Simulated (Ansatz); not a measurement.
**Pb: response to strain**

Aim: deform Pb (zz strain of +2 %) and compute stress, forces and field gradients with LAPW, PAW and all-electron datasets made for the crystal.

Method: DFT PBEsol, scalar-relativistic, in Ansatz 0.2.0.

## 1. The starting structure

It takes space group P6_3/mmc (No. 194, hexagonal). The conventional cell has a = 3.480 Å, b = 3.480 Å, c = 5.590 Å, α = 90.00°, β = 90.00°, γ = 120.00°. Pb (site symmetry -6m2) is surrounded by 12 Pb at 3.44 to 3.48 Å.

Structure file:

```cif
data_structure
_symmetry_space_group_name_H-M 'P6_3/mmc'
_symmetry_Int_Tables_number 194
_cell_length_a 3.4800
_cell_length_b 3.4800
_cell_length_c 5.5900
_cell_angle_alpha 90.000
_cell_angle_beta 90.000
_cell_angle_gamma 120.000
_cell_volume 58.63
loop_
_atom_site_label
_atom_site_type_symbol
_atom_site_symmetry_multiplicity
_atom_site_Wyckoff_symbol
_atom_site_fract_x
_atom_site_fract_y
_atom_site_fract_z
_atom_site_occupancy
Pb1 Pb 2 c 0.33333 0.66667 0.25000 1
```

The file gives the conventional cell by its symmetry; the runs use the cell typed in the input.

Atoms are numbered in the order of the input: Pb1, Pb2.

## 2. After the deformation

Space group P6_3/mmc before, P6_3/mmc after.

## 3. All-electron LAPW

Input file input.yaml:

```yaml
crystal:
  lattice:
    - [3.4800006906, 0.0, 0.0]
    - [-1.7400003453, 3.0137690032, 0.0]
    - [0.0, 0.0, 5.7018]
  atoms:
    - { symbol: Pb, position: [0.3333333333, 0.6666666667, 0.25] }
    - { symbol: Pb, position: [0.6666666667, 0.3333333333, 0.75] }
kpoints:
  mp_grid: { grid: [14, 14, 8] }
  band_path:
    path:
      - [0.0, 0.0, 0.0]
      - [0.5, 0.0, 0.0]
      - [0.3333333333, 0.3333333333, 0.0]
      - [0.0, 0.0, 0.0]
      - [0.0, 0.0, 0.5]
      - [0.5, 0.0, 0.5]
      - [0.3333333333, 0.3333333333, 0.5]
      - [0.0, 0.0, 0.5]
      - [0.5, 0.0, 0.5]
    npoints: 5
scf:
  occupations: { method: fermi_dirac, width: 0.08 }
hamiltonian:
  xc: pbesol
  pseudopotentials: { kind: all_electron, lapw: { basis_error: 0.0005 } }
output:
  forces: true
  stress: true
  eigenvalues: true
```

The run is started by

```console
$ ansatz run input.yaml --threads 1 --pin off --max-ram 3072MiB --backend cpu --events-out ev --progress --plain --runs-dir out
```

## 4. PAW on the default files

Input file input.yaml:

```yaml
crystal:
  lattice:
    - [3.4800006906, 0.0, 0.0]
    - [-1.7400003453, 3.0137690032, 0.0]
    - [0.0, 0.0, 5.7018]
  atoms:
    - { symbol: Pb, position: [0.3333333333, 0.6666666667, 0.25] }
    - { symbol: Pb, position: [0.6666666667, 0.3333333333, 0.75] }
kpoints:
  mp_grid: { grid: [14, 14, 8] }
scf:
  occupations: { method: fermi_dirac, width: 0.08 }
hamiltonian:
  xc: pbesol
  pseudopotentials: { kind: paw }
output:
  forces: true
  stress: true
  eigenvalues: true
  efg: { contact_densities: true }
  write_density: true
  write_potential: true
  elf: true
  volumetric_format: npy
```

## 5. Datasets made for this crystal

input.yaml, as its differences from that of step 4:

```diff
@@ -14,3 +14,3 @@
   xc: pbesol
-  pseudopotentials: { kind: paw }
+  pseudopotentials: { kind: all_electron, datasets: crystal }
 output:
@@ -20,5 +20 @@
   efg: { contact_densities: true }
-  write_density: true
-  write_potential: true
-  elf: true
-  volumetric_format: npy
```

(Steps that only read results are left out.)

**Question.** What will these runs give? Wanted: pressure; largest shear or deviatoric stress.

As calculated:

| quantity | value |
| --- | --- |
| pressure | LAPW -0.06, PAW -0.06, crystal datasets -0.06 GPa |
| largest shear or deviatoric stress (LAPW) | 0.52 GPa |

What this shows: The largest part of the stress beyond the pressure is 0.52 GPa in size, in the zz component; the atoms are carried along and not relaxed. No run of the undeformed cell stands beside it, so the pressure holds what the given cell had before the change. PAW: stress within 0.01 GPa of LAPW. Crystal datasets: stress within 0.01 GPa of LAPW. Spin-orbit coupling is left out, though the cell holds Pb; in elements this heavy it can shift bands and gaps by tenths of an eV.
